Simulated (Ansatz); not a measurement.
Crystal: SnSe2.

```
Sn Se
1.0
     3.81100    0.00000    0.00000
    -1.90550    3.30042    0.00000
     0.00000    0.00000    6.13600
Sn Se
1 2
Cartesian
  0.0000 0.0000 0.0000
  1.9055 1.1001 4.6081
  0.0000 2.2003 1.5279
```

| Quantity | Value |
| --- | --- |
| Program | Ansatz 0.2.0 |
| Task | relaxation of cell and atoms |
| Functional | LDA |
| Potentials or basis | Ansatz PAW |
| Cutoff | 420 eV (not typed: the program's choice for these potentials) |
| k mesh | 8 × 8 × 5 |
| Occupations | fermi-dirac, width 0.05 eV |
| Spin | no spin polarisation |

At the start: volume 25.73 Å³/atom.

**Question.** How do energy, volume and symmetry change on relaxing?

**Answer.** It ends after 6 steps and the volume is 24.57 Å³/atom (-4.5 %); space group P-3m1 (No. 164, to 0.05 Å).

Step by step:
```csv
step,energy change (eV),largest force (eV/Å),volume (Å³)
1,0.0000,0.4776,77.18
2,-0.0340,0.0555,74.64
3,-0.0361,0.0107,73.99
4,-0.0368,0.0095,73.66
5,-0.0368,0.0041,73.71
6,-0.0360,0.0047,73.71
```

Final structure:
```xyz
3
Lattice="3.8013 0.0000 0.0000 -1.9006 3.2920 0.0000 0.0000 0.0000 5.8902" Properties=species:S:1:pos:R:3 pbc="T T T"
Sn    0.0000    0.0000    0.0000
Se    1.9006    1.0973    4.3145
Se    0.0000    2.1947    1.5757
```

Caveat: the plane-wave basis is chosen anew once the cell has moved, so the energies of steps on either side of that aren't comparable; the PAW data sets come from PBE, with cores solved anew for the run's functional, which leaves a small shift of forces and pressure.
